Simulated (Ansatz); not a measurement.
**Alloy of AlN and SiC (6 of 48 Al sites, 6 of 48 N sites exchanged), 96 atoms, part 1 of 2**

Wanted: the relaxed alloy cell and its gap (PBEsol and HSE06).

Program: Ansatz 0.2.0, PAW, plane waves. These are calculated values, not measurements.

### 1 The system as built

96 atoms (6 Si, 42 Al, 42 N, 6 C); a = 9.328 Å, b = 10.771 Å, c = 9.982 Å, α = 90.00°, β = 90.00°, γ = 90.00°. All atoms were shaken off their sites by about 0.02 Å along each axis.

Plan of the steps: (2) PBEsol cell relaxation at the single k point (¼, ¼, ¼), on 1 × NVIDIA H100 80GB HBM3 with 2 threads of AMD EPYC 7R13; (3) HSE06 single point at the single k point (¼, ¼, ¼), on 1 × NVIDIA H100 80GB HBM3 with 2 threads of AMD EPYC 7R13.

### 2 PBEsol relaxation of the cell and the positions

The input, in.yaml:

```yaml
crystal:
  lattice:
    - [9.327840, 0.000000, 0.000000]
    - [0.000000, 10.770862, 0.000000]
    - [0.000000, 0.000000, 9.982427]
  atoms:
    - { symbol: Si, position: [0.166902, 0.080925, 0.246164] }
    - { symbol: Si, position: [0.165275, 0.082473, 0.745694] }
    - { symbol: Si, position: [0.170192, 0.585130, 0.747881] }
    - { symbol: Si, position: [0.669348, 0.334973, 0.246552] }
    - { symbol: Si, position: [0.667256, 0.671276, 0.996075] }
    - { symbol: Si, position: [0.833092, 0.916155, 0.499287] }
    - { symbol: Al, position: [0.999441, 0.332961, 0.247997] }
    - { symbol: Al, position: [0.000852, 0.332779, 0.746151] }
    - { symbol: Al, position: [0.500524, 0.080207, 0.250297] }
    - { symbol: Al, position: [0.501877, 0.080287, 0.747935] }
    - { symbol: Al, position: [0.335866, 0.334761, 0.247599] }
    - { symbol: Al, position: [0.335067, 0.333156, 0.748448] }
    - { symbol: Al, position: [0.163781, 0.585083, 0.247237] }
    - { symbol: Al, position: [0.001585, 0.830589, 0.247687] }
    - { symbol: Al, position: [0.999659, 0.833779, 0.751014] }
    - { symbol: Al, position: [0.832648, 0.079865, 0.249138] }
    - { symbol: Al, position: [0.831410, 0.082434, 0.746868] }
    - { symbol: Al, position: [0.667819, 0.336127, 0.745157] }
    - { symbol: Al, position: [0.500853, 0.584028, 0.242154] }
    - { symbol: Al, position: [0.497112, 0.584888, 0.748000] }
    - { symbol: Al, position: [0.333121, 0.832487, 0.247675] }
    - { symbol: Al, position: [0.336178, 0.835175, 0.749313] }
    - { symbol: Al, position: [0.838511, 0.581192, 0.246908] }
    - { symbol: Al, position: [0.832468, 0.583581, 0.745617] }
    - { symbol: Al, position: [0.663377, 0.833954, 0.251436] }
    - { symbol: Al, position: [0.661913, 0.830249, 0.749951] }
    - { symbol: Al, position: [0.004863, 0.167740, 0.501608] }
    - { symbol: Al, position: [0.000850, 0.167420, 0.999471] }
    - { symbol: Al, position: [0.332100, 0.164765, 0.500518] }
    - { symbol: Al, position: [0.334965, 0.170527, 0.998023] }
    - { symbol: Al, position: [0.166360, 0.420680, 0.496643] }
    - { symbol: Al, position: [0.163970, 0.417485, 0.995484] }
    - { symbol: Al, position: [0.002038, 0.665719, 0.495348] }
    - { symbol: Al, position: [0.001146, 0.666979, 0.996942] }
    - { symbol: Al, position: [0.668033, 0.161591, 0.496444] }
    - { symbol: Al, position: [0.667384, 0.166928, 0.000683] }
    - { symbol: Al, position: [0.499762, 0.416196, 0.498737] }
    - { symbol: Al, position: [0.502348, 0.415177, 0.995310] }
    - { symbol: Al, position: [0.334454, 0.670077, 0.497912] }
    - { symbol: Al, position: [0.335161, 0.664146, 0.001985] }
    - { symbol: Al, position: [0.166881, 0.919930, 0.500893] }
    - { symbol: Al, position: [0.167774, 0.916977, 0.000161] }
    - { symbol: Al, position: [0.831399, 0.414641, 0.498639] }
    - { symbol: Al, position: [0.830624, 0.413311, 0.998333] }
    - { symbol: Al, position: [0.667394, 0.665925, 0.500610] }
    - { symbol: Al, position: [0.499368, 0.916607, 0.498138] }
    - { symbol: Al, position: [0.500353, 0.919692, 0.997486] }
    - { symbol: Al, position: [0.833080, 0.918565, 0.995994] }
    - { symbol: N, position: [0.001206, 0.162890, 0.188084] }
    - { symbol: N, position: [0.000486, 0.166825, 0.691435] }
    - { symbol: N, position: [0.331973, 0.166550, 0.191753] }
    - { symbol: N, position: [0.171616, 0.416756, 0.191861] }
    - { symbol: N, position: [0.164958, 0.417297, 0.692553] }
    - { symbol: N, position: [0.999911, 0.665661, 0.689080] }
    - { symbol: N, position: [0.666927, 0.166818, 0.188494] }
    - { symbol: N, position: [0.668977, 0.169026, 0.688536] }
    - { symbol: N, position: [0.501190, 0.415134, 0.187096] }
    - { symbol: N, position: [0.502086, 0.412029, 0.689090] }
    - { symbol: N, position: [0.329880, 0.665368, 0.189688] }
    - { symbol: N, position: [0.335324, 0.666536, 0.689285] }
    - { symbol: N, position: [0.166148, 0.913720, 0.190197] }
    - { symbol: N, position: [0.165726, 0.917325, 0.687795] }
    - { symbol: N, position: [0.834704, 0.416120, 0.191517] }
    - { symbol: N, position: [0.831689, 0.413640, 0.688425] }
    - { symbol: N, position: [0.661934, 0.665390, 0.188710] }
    - { symbol: N, position: [0.668607, 0.663967, 0.687205] }
    - { symbol: N, position: [0.498152, 0.919873, 0.190073] }
    - { symbol: N, position: [0.500370, 0.916870, 0.688375] }
    - { symbol: N, position: [0.830469, 0.919969, 0.189072] }
    - { symbol: N, position: [0.168731, 0.084889, 0.438560] }
    - { symbol: N, position: [0.168569, 0.081159, 0.939772] }
    - { symbol: N, position: [0.002509, 0.331101, 0.938820] }
    - { symbol: N, position: [0.500659, 0.082225, 0.438257] }
    - { symbol: N, position: [0.506061, 0.083282, 0.939147] }
    - { symbol: N, position: [0.333407, 0.336201, 0.439067] }
    - { symbol: N, position: [0.335497, 0.332060, 0.940348] }
    - { symbol: N, position: [0.171563, 0.584681, 0.440464] }
    - { symbol: N, position: [0.167164, 0.578868, 0.940004] }
    - { symbol: N, position: [0.003676, 0.834067, 0.439577] }
    - { symbol: N, position: [0.999940, 0.834159, 0.941155] }
    - { symbol: N, position: [0.832184, 0.082566, 0.440965] }
    - { symbol: N, position: [0.830130, 0.081642, 0.938831] }
    - { symbol: N, position: [0.666786, 0.337879, 0.440430] }
    - { symbol: N, position: [0.666566, 0.329645, 0.938138] }
    - { symbol: N, position: [0.333592, 0.832589, 0.438158] }
    - { symbol: N, position: [0.332579, 0.834075, 0.939571] }
    - { symbol: N, position: [0.833899, 0.579941, 0.438646] }
    - { symbol: N, position: [0.835991, 0.584517, 0.939771] }
    - { symbol: N, position: [0.667716, 0.835305, 0.440236] }
    - { symbol: N, position: [0.662563, 0.833624, 0.938744] }
    - { symbol: C, position: [0.329135, 0.168252, 0.690125] }
    - { symbol: C, position: [0.002574, 0.666713, 0.189245] }
    - { symbol: C, position: [0.832894, 0.916234, 0.688062] }
    - { symbol: C, position: [0.003543, 0.333900, 0.436414] }
    - { symbol: C, position: [0.501644, 0.582013, 0.437468] }
    - { symbol: C, position: [0.501379, 0.585125, 0.939401] }
  symmetry: { detect: false }
kpoints:
  mp_grid: { grid: [1, 1, 1], shift: [0.25, 0.25, 0.25] }
hamiltonian:
  xc: pbesol
scf:
  occupations: { method: fermi_dirac, width: 0.01 }
relax:
  f_tol: 0.03
  max_steps: 80
  escape_saddle: false
  adjacent_minimum: "off"
  cell: { fix: [alpha, beta, gamma] }
output:
  forces: true
  eigenvalues: true
  populations: true
```

The run is started by

```sh
$ ansatz run in.yaml --threads 2 --pin off --max-ram 30400MiB --runs-dir r --events-out ev --progress --plain --backend cuda --devices 0, --max-vram 18GiB
```

The log of the run:

```text
Pseudopotentials: kind: paw
Functional definition: PBEsol
  exchange = pbesol_x
  correlation = pbesol_c
Crystal: 96 atoms, lattice volume = 1002.923 Å³
Basis set: ecut = 420 eV, 19601 PW (Γ), exchange–correlation on 128×144×144 points (8 copies of the dense FFT grid, shifted against one another)
Bands: 288, of which v1, the nominal top of the filled ones, is band 192 counted from 1 (191 counted from 0)
Symmetry: 1 space group operations
k-points: 1
Non-local potential: Si, projectors of the file, l = 0: 2, l = 1: 2, l = 2: 2
Non-local potential: Al, projectors of the file, l = 0: 2, l = 1: 2, l = 2: 1
Non-local potential: N, projectors of the file, l = 0: 2, l = 1: 2, l = 2: 1
Non-local potential: C, projectors of the file, l = 0: 2, l = 1: 2, l = 2: 1
PAW form: soft (Blöchl's): semilocal exchange-correlation on the pseudo side does not see the compensation charge
PAW frozen core: Si, regenerated for the run's functional, and the local potential with it (the file was generated under x = pbe(κ = 0.804, μ = 0.2195149727645171), c = pbe(β = 0.06672455060314922))
PAW frozen core: Al, regenerated for the run's functional, and the local potential with it (the file was generated under x = pbe(κ = 0.804, μ = 0.2195149727645171), c = pbe(β = 0.06672455060314922))
PAW frozen core: N, regenerated for the run's functional, and the local potential with it (the file was generated under x = pbe(κ = 0.804, μ = 0.2195149727645171), c = pbe(β = 0.06672455060314922))
PAW frozen core: C, regenerated for the run's functional, and the local potential with it (the file was generated under x = pbe(κ = 0.804, μ = 0.2195149727645171), c = pbe(β = 0.06672455060314922))
PAW one-centre angular grid: Si, 110 points (default); XC on 64 Gauss nodes
PAW one-centre angular grid: Al, 110 points (default); XC on 64 Gauss nodes
PAW one-centre angular grid: N, 110 points (default); XC on 64 Gauss nodes
PAW one-centre angular grid: C, 110 points (default); XC on 64 Gauss nodes
Initial density: superposition of atomic densities (neutral atoms: chi_scale 0, normalization atom), corrected by the library's trained network
Initial wavefunctions: pseudopotential atomic-orbital guess
Functional: x = pbesol(κ = 0.804, μ = 0.12345679012345678), c = pbesol(β = 0.046)
SCF iter   1: F=—  HF=-43250.729377 eV  |F-HF|=—  |Δ(HF+E_count)|=         —  Δρ=1.00e-2  dr2=1.21e0  ethr=1.77e-3  ⟨swp⟩=6.0  Hψ=1327  notcnv=0  defer=39
preconditioner: auto → Resta (q_TF=auto, 2.325 Å⁻¹)  ε∞=4.3  [insulator: Δε(μ)=3.265 eV  Ē_g=12.694 eV  σ=0.010 eV  W_gap=1.00  n_scr=218 (ndim 8)  ℏωp=23.0 eV  f_vac=0.000  D(μ)=0.00/eV (n_scr^D=0)  ε∞_Penn≈4.3]
SCF iter   2: F=—  HF=-43250.421563 eV  |F-HF|=—  |Δ(HF+E_count)|=   3.08e-1  Δρ=3.44e-3  dr2=2.04e-1  ethr=3.15e-4  ⟨swp⟩=3.0  Hψ=489  notcnv=0  defer=92
SCF iter   3: F=—  HF=-43250.369230 eV  |F-HF|=—  |Δ(HF+E_count)|=   5.23e-2  Δρ=8.34e-4  dr2=1.83e-2  ethr=5.32e-5  ⟨swp⟩=2.0  Hψ=344  notcnv=0  defer=92
SCF iter   4: F=—  HF=-43250.363906 eV  |F-HF|=—  |Δ(HF+E_count)|=   5.32e-3  Δρ=1.94e-4  dr2=7.62e-4  ethr=4.76e-6  ⟨swp⟩=2.0  Hψ=294  notcnv=0  defer=92
SCF iter   5: F=—  HF=-43250.364736 eV  |F-HF|=—  |Δ(HF+E_count)|=   8.31e-4  Δρ=6.41e-5  dr2=6.16e-5  ethr=1.99e-7  ⟨swp⟩=2.0  Hψ=482  notcnv=0  defer=92
SCF iter   6: F=—  HF=-43250.363971 eV  |F-HF|=—  |Δ(HF+E_count)|=   7.66e-4  Δρ=1.45e-5  dr2=2.54e-6  ethr=1.60e-8  ⟨swp⟩=2.0  Hψ=351  notcnv=0  defer=92
SCF iter   7: F=—  HF=-43250.363970 eV  |F-HF|=—  |Δ(HF+E_count)|=   4.18e-7  Δρ=4.20e-6  dr2=2.43e-7  ethr=6.62e-10  ⟨swp⟩=2.0  Hψ=353  notcnv=0  defer=92
SCF iter   8: F=-43250.363970 eV  HF=-43250.363970 eV  |F-HF|=1.03e-8  |Δ(HF+E_count)|=   4.26e-8  Δρ=1.23e-6  dr2=1.58e-8  ethr=2.60e-11  ⟨swp⟩=14.0  Hψ=1701  notcnv=0
SCF 1 converged in 8 iterations: F = -43250.363970 eV  dr2 = 1.58e-8
relax step   1: F+E_penalty+E_count = -43250.36397026 eV  Δ(F+E_penalty+E_count) = +0.000e0 eV  max|allowed force component| = 3.526e0 eV/Å  Δτ_max = 0.0000 Å  P = +1.001 GPa  Ω = 1002.923 Å³  fix = [alpha, beta, gamma]  reactions: alpha +0.186, beta -0.079, gamma -0.283 GPa/rad  (8 SCF iters, dr2 threshold 1.00e-7 eV, accepted)
Crystal: 96 atoms, lattice volume = 1004.785 Å³
Basis set: ecut = 420 eV, 19625 PW (Γ), exchange–correlation on 128×144×144 points (8 copies of the dense FFT grid, shifted against one another)
Initial density: handed on by an earlier stage of this run
Initial wavefunctions: those handed on with the density
iter 1 solved again at ethr=2.97e-4 eV; its pass at ethr=3.10e-3 eV (dr2=1.14e0 eV) is discarded
SCF iter   1: F=—  HF=-43254.545701 eV  |F-HF|=—  |Δ(HF+E_count)|=         —  Δρ=8.60e-3  dr2=1.16e0  ethr=2.97e-4  ⟨swp⟩=6.0  Hψ=1457  notcnv=0
preconditioner: auto → Resta (q_TF=auto, 2.324 Å⁻¹)  ε∞=4.2  [insulator: Δε(μ)=3.492 eV  Ē_g=12.813 eV  σ=0.010 eV  W_gap=1.00  n_scr=218 (ndim 8)  ℏωp=23.0 eV  f_vac=0.000  D(μ)=0.00/eV (n_scr^D=0)  ε∞_Penn≈4.2]
SCF iter   2: F=—  HF=-43254.245949 eV  |F-HF|=—  |Δ(HF+E_count)|=   3.00e-1  Δρ=3.92e-3  dr2=2.02e-1  ethr=2.97e-4  ⟨swp⟩=6.0  Hψ=428  notcnv=0  defer=1
SCF iter   3: F=—  HF=-43254.191836 eV  |F-HF|=—  |Δ(HF+E_count)|=   5.41e-2  Δρ=1.07e-3  dr2=1.07e-2  ethr=5.27e-5  ⟨swp⟩=3.0  Hψ=565  notcnv=0  defer=87
SCF iter   4: F=—  HF=-43254.189074 eV  |F-HF|=—  |Δ(HF+E_count)|=   2.76e-3  Δρ=3.71e-4  dr2=1.43e-3  ethr=2.78e-6  ⟨swp⟩=2.0  Hψ=397  notcnv=0  defer=87
SCF iter   5: F=—  HF=-43254.188996 eV  |F-HF|=—  |Δ(HF+E_count)|=   7.83e-5  Δρ=1.19e-4  dr2=1.55e-4  ethr=3.72e-7  ⟨swp⟩=2.0  Hψ=345  notcnv=0  defer=87
SCF iter   6: F=—  HF=-43254.188967 eV  |F-HF|=—  |Δ(HF+E_count)|=   2.92e-5  Δρ=3.03e-5  dr2=1.07e-5  ethr=4.04e-8  ⟨swp⟩=2.0  Hψ=348  notcnv=0  defer=87
SCF iter   7: F=-43254.188965 eV  HF=-43254.188966 eV  |F-HF|=9.60e-7  |Δ(HF+E_count)|=   4.14e-7  Δρ=1.20e-5  dr2=1.53e-6  ethr=2.50e-9  ⟨swp⟩=17.0  Hψ=1683  notcnv=0
SCF 2 converged in 7 iterations: F = -43254.188965 eV  dr2 = 1.53e-6
relax step   2: F+E_penalty+E_count = -43254.18896542 eV  Δ(F+E_penalty+E_count) = -3.825e0 eV  max|allowed force component| = 1.962e0 eV/Å  Δτ_max = 0.1027 Å  P = +0.024 GPa  Ω = 1004.785 Å³  energy of the carried Pulay correction = -5.693e-3 eV  fix = [alpha, beta, gamma]  reactions: alpha +0.058, beta -0.066, gamma -0.307 GPa/rad  (7 SCF iters, dr2 threshold 9.60e-6 eV, accepted)
Crystal: 96 atoms, lattice volume = 1007.453 Å³
Basis set: ecut = 420 eV, 19679 PW (Γ), exchange–correlation on 128×144×144 points (8 copies of the dense FFT grid, shifted against one another)
[... from here the SCF cycle lines were not kept, up to the last twenty ...]
preconditioner: auto → Resta (q_TF=auto, 2.323 Å⁻¹)  ε∞=4.2  [insulator: Δε(μ)=3.908 eV  Ē_g=12.854 eV  σ=0.010 eV  W_gap=1.00  n_scr=218 (ndim 8)  ℏωp=22.9 eV  f_vac=0.000  D(μ)=0.00/eV (n_scr^D=0)  ε∞_Penn≈4.2]
relax step   3: F+E_penalty+E_count = -43255.72913008 eV  Δ(F+E_penalty+E_count) = -1.540e0 eV  max|allowed force component| = 3.120e-1 eV/Å  Δτ_max = 0.0837 Å  P = -0.347 GPa  Ω = 1007.453 Å³  energy of the carried Pulay correction = -1.383e-2 eV  fix = [alpha, beta, gamma]  reactions: alpha -0.039, beta +0.026, gamma -0.219 GPa/rad  (6 SCF iters, dr2 threshold 9.60e-6 eV, accepted)
[... 5 lines left out ...]
relax step   4: F+E_penalty+E_count = -43255.77483462 eV  Δ(F+E_penalty+E_count) = -4.570e-2 eV  max|allowed force component| = 4.609e-2 eV/Å  Δτ_max = 0.0154 Å  P = +0.015 GPa  Ω = 1005.864 Å³  energy of the carried Pulay correction = -8.985e-3 eV  fix = [alpha, beta, gamma]  reactions: alpha -0.021, beta +0.020, gamma -0.171 GPa/rad  (6 SCF iters, dr2 threshold 6.08e-6 eV, accepted)
[... 10 lines left out ...]
relax step   5: F+E_penalty+E_count = -43255.77595732 eV  Δ(F+E_penalty+E_count) = -1.123e-3 eV  max|allowed force component| = 8.779e-3 eV/Å  Δτ_max = 0.0034 Å  P = +0.003 GPa  Ω = 1005.929 Å³  energy of the carried Pulay correction = -9.184e-3 eV  fix = [alpha, beta, gamma]  reactions: alpha -0.021, beta +0.020, gamma -0.175 GPa/rad  (6 SCF iters, dr2 threshold 1.33e-7 eV, accepted)
Basis set: ecut = 420 eV, 19655 PW (Γ), exchange–correlation on 128×150×144 points (8 copies of the dense FFT grid, shifted against one another)
Initial wavefunctions: pseudopotential atomic-orbital guess (no wavefunctions were taken with the density)
iter 1 solved again at ethr=1.64e-7 eV; its pass at ethr=3.10e-3 eV (dr2=6.31e-4 eV) is discarded
SCF iter   1: F=—  HF=-43255.786323 eV  |F-HF|=—  |Δ(HF+E_count)|=         —  Δρ=2.33e-5  dr2=8.11e-7  ethr=1.64e-7  ⟨swp⟩=8.0  Hψ=2318  notcnv=0
preconditioner: auto → Resta (q_TF=auto, 2.324 Å⁻¹)  ε∞=4.2  [insulator: Δε(μ)=3.983 eV  Ē_g=12.863 eV  σ=0.010 eV  W_gap=1.00  n_scr=218 (ndim 8)  ℏωp=22.9 eV  f_vac=0.000  D(μ)=0.00/eV (n_scr^D=0)  ε∞_Penn≈4.2]
SCF iter   2: F=—  HF=-43255.785390 eV  |F-HF|=—  |Δ(HF+E_count)|=   9.34e-4  Δρ=1.16e-5  dr2=2.03e-7  ethr=2.11e-10  ⟨swp⟩=2.0  Hψ=480  notcnv=0
SCF iter   3: F=—  HF=-43255.785390 eV  |F-HF|=—  |Δ(HF+E_count)|=   4.80e-7  Δρ=5.13e-6  dr2=3.54e-8  ethr=5.28e-11  ⟨swp⟩=2.0  Hψ=433  notcnv=0
SCF iter   4: F=—  HF=-43255.785390 eV  |F-HF|=—  |Δ(HF+E_count)|=   1.17e-7  Δρ=7.01e-7  dr2=4.48e-9  ethr=9.22e-12  ⟨swp⟩=2.0  Hψ=432  notcnv=0
SCF iter   5: F=-43255.785390 eV  HF=-43255.785390 eV  |F-HF|=1.46e-11  |Δ(HF+E_count)|=   1.02e-9  Δρ=1.19e-7  dr2=1.07e-10  ethr=1.00e-12  ⟨swp⟩=8.0  Hψ=1170  notcnv=0
SCF 6 converged in 5 iterations: F = -43255.785390 eV  dr2 = 1.07e-10
relax step   6: F+E_penalty+E_count = -43255.78539010 eV  Δ(F+E_penalty+E_count) = -9.433e-3 eV  max|allowed force component| = 8.797e-3 eV/Å  Δτ_max = 0.0000 Å  P = +0.011 GPa  Ω = 1005.929 Å³  fix = [alpha, beta, gamma]  reactions: alpha -0.027, beta +0.026, gamma -0.181 GPa/rad  stress off target by 2.55e-2 GPa on what of the cell is left free  SCF on the basis re-selected at this cell (its ene [...]
SCF converged after 5 iterations
Free energy (F): -43255.785390 eV
Harris-Foulkes:  -43255.785390 eV  (|F-HF|=1.46e-11)
Internal energy: -43255.785390 eV  (E = F + TS)
E sigma→0 (E₀):  -43255.785390 eV
Fermi energy:    9.961464 eV
--- Per-component energies (eV) ---
  E_band       = 739.104677
  E_kinetic    = 7479.723015
  E_local      = -10226.319919  (includes V_loc(G=0)·N_el)
  E_nonlocal   = 2646.384750
  E_hartree    = 3519.763260
  E_xc         = -4854.973295
  E_vxc        = -5166.422457  (∫ρ·V_xc dr)
  E_paw        = -27830.376104  (= ΣΔE_a)
  E_vpaw       = -1033.791247  (= ΣTr[D̂ρ^β])
  E_aug_tail   = 0.004064  (compensation charges beyond the density's cutoff)
  E_ewald      = -13992.291119
  E_core_change = 2.299957  (= ΣΔE_core)
  E_smearing   = -0.000000  (= −TS)
  E_closure    = 0.000000  (closes the sum)
  Σ components = -43255.785390   (vs F -43255.785390, Δ=0.00e0)
--- Forces (eV/Å), atoms counted from 1 ---
  atom   1  Si     0.00103823    -0.00459529    -0.00707805
  atom   2  Si    -0.00236086    -0.00076099     0.00879697
[... 1 atom left out ...]
  atom   4  Si    -0.00083105    -0.00524733    -0.00871129
[... 3 atoms left out ...]
  atom   8  Al     0.00397606    -0.00347281    -0.00291809
[... 41 atoms left out ...]
  atom  50  N     -0.00160911     0.00760069    -0.00429347
[... 19 atoms left out ...]
  atom  70  N     -0.00004139     0.00407623     0.00484889
[... 12 atoms left out ...]
  atom  83  N      0.00146258     0.00173193     0.00664671
[... 10 atoms left out ...]
  atom  94  C     -0.00139976    -0.00074848     0.00586553
[... 2 atoms left out ...]
  max |Σ_I F_I| component: 9.13e-6 eV/Å
--- Stress (GPa, compression-positive) ---
        0.025459       0.180980      -0.025948
        0.180981       0.006063       0.027193
       -0.025946       0.027192       0.001579
  P = ⅓ Tr σ = 0.0110 GPa (0.110 kbar)
--- Band table (eV) ---
  k-point 0: bands = [... 180 lower levels ..., "7.3053", "7.3984", "7.4259", "7.4498", "7.5169", "7.5348", "7.5989", "7.6557", "7.7381", "7.8110", "7.8352", "7.9699", "11.9531", "12.0395", "12.1323", "12.2026", "12.2795", "12.3421", "12.4246", "12.4921", "12.5466", "12.6381", "12.6967", "12.7974", ... 84 higher levels ...]
--- Relaxed structure (5 steps of the walk, 5 accepted, 1 SCFs on fresh bases) ---
  F+E_penalty+E_count = -43255.78539010 eV   max|allowed force component| = 8.797e-3 eV/Å   (the final SCF, on the basis selected at the relaxed cell)
  cell:  # Å, volume = 1005.9291 Å³
    - [9.348847101905461, -6.902075009402288e-143, 1.1616759223961628e-144]
    - [-7.969829825545972e-143, 10.777243143074498, -6.780118589180235e-144]
    - [1.2431972560611416e-144, -6.283808934497044e-144, 9.983932499247963]
  atoms:
    - { symbol: Si, position: [0.16702398219754416, 0.08385264599016899, 0.24796602367186074] }
    - { symbol: Si, position: [0.16724715799873027, 0.08341025585939121, 0.7500365023543288] }
[... 94 atoms left out; the next input holds them all, rounded ...]
--- Löwdin populations: 96 sites ---
  site symbol       q [e]
     0     Si      2.6337
     1     Si      2.7049
[... 94 atoms left out ...]
  spilling = 0.008756 (of n_electrons = 384.000000)
```

Run time: 33 s. Hardware: 1 × NVIDIA H100 80GB HBM3 with 2 threads of AMD EPYC 7R13, shared host; peak host memory 1.4 GiB.

The walk (solves on a freshly chosen basis count as rows, and their energies jump a little):

```tsv
accepted step	energy change (eV)	largest force component (eV/Å)	SCF cycles	pressure (GPa)
1	0.000	3.526	8	1.00
2	-3.825	1.962	7	0.02
3	-5.365	0.312	6	-0.35
4	-5.411	0.046	6	0.01
5	-5.412	0.009	6	0.00
6	-5.421	0.009	5	0.01
```

Largest shifts, less the median shift:

```tsv
atom	shift (Å)	dx	dy	dz
N83	0.160	0.004	-0.098	-0.126
N78	0.160	-0.023	0.059	-0.146
N61	0.158	0.009	0.158	0.005
N70	0.150	-0.013	-0.040	-0.144
N63	0.147	-0.118	-0.085	-0.025
N57	0.143	0.086	-0.111	0.031
N53	0.142	0.053	0.130	0.020
N60	0.141	-0.137	-0.001	0.032
```

|  | before | after | change |
| --- | --- | --- | --- |
| a (Å) | 9.328 | 9.349 | +0.23 % |
| b (Å) | 10.771 | 10.777 | +0.06 % |
| c (Å) | 9.982 | 9.984 | +0.02 % |
| volume (Å³/atom) | 10.447 | 10.478 | +0.30 % |

Bond lengths by pair after relaxation (within a distance cut, which drops stretched bonds):

```tsv
pair	count	mean (Å)	spread (Å)	least	most
Al–C	21	1.916	0.022	1.881	1.968
Al–N	147	1.912	0.032	1.855	2.001
C–Si	3	1.794	0.006	1.787	1.801
N–Si	21	1.785	0.015	1.763	1.810
```

At the single k point (¼, ¼, ¼) the filled levels end at 7.970 eV and the empty ones begin at 11.953 eV, a spacing of 3.98 eV.

(Continued in part 2 of 2.)
